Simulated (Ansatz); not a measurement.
**C₃H₁₁AlOS: how energies converge with the basis set**

One table from this session's results is given with a row withheld; the runs are named, their logs left out.

Program: Ansatz 0.2.0, Gaussian basis. Level of theory: one geometry, several basis sets. These are calculated values, not measurements.

The runs, in order: PBE0-D4/def2-SVP; ωB97M-V/def2-SVP; PBE0-D4/def2-QZVPP; ωB97M-V/def2-QZVPP; the functionals' def2-TZVPP values are taken from earlier runs.

### Structure used throughout

All runs share one geometry, relaxed beforehand with PBE0-D4 in a triple-zeta def2 set.

SMILES `C[O][Al-]([CH3])([CH3])[SH2+]`, 17 atoms, charge 0, spin multiplicity 1.

Atoms are counted from 1 here; the program's logs count them from 0.

Bond lengths: C1–O2 1.389 Å, C1–H7 1.100 Å, C1–H8 1.100 Å, C1–H9 1.097 Å, O2–Al3 1.717 Å, Al3–C4 1.966 Å, Al3–C5 1.954 Å, Al3–S6 2.634 Å, C4–H10 1.095 Å, C4–H11 1.095 Å, C4–H12 1.096 Å, C5–H13 1.094 Å, C5–H14 1.095 Å, C5–H15 1.095 Å, S6–H16 1.343 Å, S6–H17 1.344 Å. Angles: O2–C1–H7 113.1°, O2–C1–H8 111.2°, O2–C1–H9 110.5°, H7–C1–H8 107.5°, H7–C1–H9 107.3°, H8–C1–H9 107.0°, C1–O2–Al3 131.4°, O2–Al3–C4 117.6°, O2–Al3–C5 115.4°, O2–Al3–S6 93.1°, C4–Al3–C5 122.5°, C4–Al3–S6 99.1°, C5–Al3–S6 98.5°, Al3–C4–H10 113.3°, Al3–C4–H11 111.9°, Al3–C4–H12 110.7°, H10–C4–H11 107.5°, H10–C4–H12 106.6° and more.

Set-up of the first run:

Contents of in.yaml:

```yaml
crystal:
  periodic: [false, false, false]
  atoms:
    - {symbol: C, position_ang: [1.406715, 2.019711, 0.376313]}
    - {symbol: O, position_ang: [1.060094, 1.010893, -0.513384]}
    - {symbol: Al, position_ang: [0.162487, -0.436409, -0.293882]}
    - {symbol: C, position_ang: [-0.170344, -1.032643, 1.549770]}
    - {symbol: C, position_ang: [0.171762, -1.668392, -1.810852]}
    - {symbol: S, position_ang: [-2.141261, 0.748837, -0.771685]}
    - {symbol: H, position_ang: [1.244012, 1.741384, 1.428254]}
    - {symbol: H, position_ang: [0.829520, 2.936253, 0.183953]}
    - {symbol: H, position_ang: [2.466517, 2.280348, 0.267973]}
    - {symbol: H, position_ang: [-0.432029, -0.214284, 2.228492]}
    - {symbol: H, position_ang: [-0.976371, -1.772401, 1.600871]}
    - {symbol: H, position_ang: [0.720424, -1.514146, 1.968808]}
    - {symbol: H, position_ang: [0.186403, -1.134891, -2.765615]}
    - {symbol: H, position_ang: [1.059140, -2.310198, -1.789155]}
    - {symbol: H, position_ang: [-0.697230, -2.334753, -1.813182]}
    - {symbol: H, position_ang: [-1.957510, 1.670324, 0.188226]}
    - {symbol: H, position_ang: [-2.951327, 0.009867, 0.005294]}
basis:
  gaussian: {orbitals: def2-SVP}
hamiltonian: {xc: pbe0, dispersion: d4}
output: {orbitals: {seedname: orbitals}}
```

Started as:

```
ansatz run in.yaml --threads 4 --pin off --events-out ev --progress --plain --max-ram 11315MiB
```

Among the steps run: PBE0-D4 in def2-SVP; ωB97M-V in def2-SVP; PBE0-D4 in def2-QZVPP; ωB97M-V in def2-QZVPP.

One of the session's tables, all rows but one given; the rest of the session is left out.

It belongs to the step «Functionals by basis». 

| functional | basis | HOMO (eV) | LUMO (eV) |
| --- | --- | --- | --- |
| PBE0-D4 | def2-SVP | -6.98 | 0.05 |
| PBE0-D4 | def2-TZVPP | -7.09 | -0.39 |
| PBE0-D4 | def2-QZVPP | ? | ? |
| ωB97M-V | def2-SVP | -9.26 | 1.96 |
| ωB97M-V | def2-TZVPP | -9.36 | 1.44 |
| ωB97M-V | def2-QZVPP | -9.38 | 0.91 |

Estimate the missing values for PBE0-D4, def2-QZVPP.

**Answer.** HOMO (eV): -7.12; LUMO (eV): -0.48. In the column «HOMO (eV)» it lies between ωB97M-V, def2-SVP (-9.26) and PBE0-D4, def2-TZVPP (-7.09).
